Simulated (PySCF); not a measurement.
# C2H8OSi2: the cost of one run

The runs use PySCF 2.14.0, with density-fitted response routines of our own; the level of theory stands in each step. All values are computed, except where a source is named. Atoms are numbered from 0 throughout.

## 1. Starting geometry

13 atoms, charge 0, multiplicity 1; geometry from: GFN2-xTB. The atoms were then displaced at random by about 0.03 Å, so the start is not that level's minimum.

Bonds of the start (Å): C0–C1 1.64, C1–Si2 1.91, Si2–O3 1.79, O3–Si4 1.61, Si4–C0 1.91, C0–H5 1.01, C0–H6 1.07, C1–H7 1.07, C1–H8 1.12, Si2–H9 1.51, Si2–H10 1.40, Si4–H11 1.51, Si4–H12 1.43.

## 2. Geometry optimisation at PBE0-D3(BJ)/def2-SVP

Job settings and geometry (Å):

```
{"job": {"xc": "PBE0", "basis": "def2-SVP", "d3": "d3bj", "grid": 1, "shake": 0.03, "kind": "geom"}, "charge": 0, "multiplicity": 1}
C      0.306440    -1.240190     0.343170
C     -1.141630    -0.523240     0.071140
Si    -0.923510     1.374420     0.004330
O      0.830110     1.400870    -0.364520
Si     1.576090    -0.024760    -0.415490
H      0.258660    -2.163030    -0.076620
H      0.430250    -1.260800     1.408790
H     -1.456190    -0.825420    -0.906950
H     -1.857120    -0.823770     0.877970
H     -1.017970     2.023680     1.359660
H     -1.583090     2.060600    -1.024950
H      2.749040     0.190950     0.515290
H      1.850780    -0.240450    -1.805070
```

The run is started by

```
$ OMP_NUM_THREADS=1 python probes_run.py task.json out
```

One launch serves the whole session: the jobs run in the order shown.

**Question.** How long does this first job take on 1 thread of Arm Neoverse V2, shared host, and how much memory does it need?

About 36 s, with a peak of 0.48 GiB.
